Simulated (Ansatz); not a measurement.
# C2H4Zn: the cost of one run

Computed with Ansatz 0.2.0, Gaussian basis. Level: the settings change from run to run.

### 1 The relaxed structure

An earlier PBE0-D4 in a triple-zeta def2 set relaxation fixed the geometry.

SMILES `C=[CH][ZnH]`, 7 atoms, charge 0, spin multiplicity 1.

Atoms are counted from 1 here; the program's logs count them from 0.

Bond lengths: C1–C2 1.334 Å, C1–H4 1.088 Å, C1–H5 1.089 Å, C2–Zn3 1.929 Å, C2–H6 1.091 Å, Zn3–H7 1.540 Å. Angles: C2–C1–H4 122.7°, C2–C1–H5 122.4°, H4–C1–H5 114.9°, C1–C2–Zn3 124.0°, C1–C2–H6 115.9°, Zn3–C2–H6 120.1°, C2–Zn3–H7 179.4°.

### 2 PBEsol/x2c-TZVPPall

Options: atoms shaken by 0.15 Å, high accuracy.

File in.yaml:

```yaml
crystal:
  periodic: [false, false, false]
  atoms:
    - {symbol: C, position_ang: [-1.017933, 0.103965, -0.606983]}
    - {symbol: C, position_ang: [0.180847, 0.744281, 0.242529]}
    - {symbol: Zn, position_ang: [1.260814, -1.155809, 0.719786]}
    - {symbol: H, position_ang: [-0.925069, -0.293615, -1.047003]}
    - {symbol: H, position_ang: [-1.788851, 1.389634, -0.854897]}
    - {symbol: H, position_ang: [0.428043, 1.137111, 1.023456]}
    - {symbol: H, position_ang: [2.460895, -2.172708, 0.212970]}
basis:
  gaussian: {orbitals: x2c-TZVPPall}
hamiltonian: {xc: {name: PBEsol}}
accuracy: high
output: {forces: true}
```

The run is started by

```sh
ansatz run in.yaml --threads 2 --pin off --events-out ev --progress --plain --max-ram 4352MiB
```

**Question.** How long does this run take on 2 threads of Arm Neoverse V1, shared host, and how much memory does it need?

About 14 s, with a peak of 0.69 GiB.
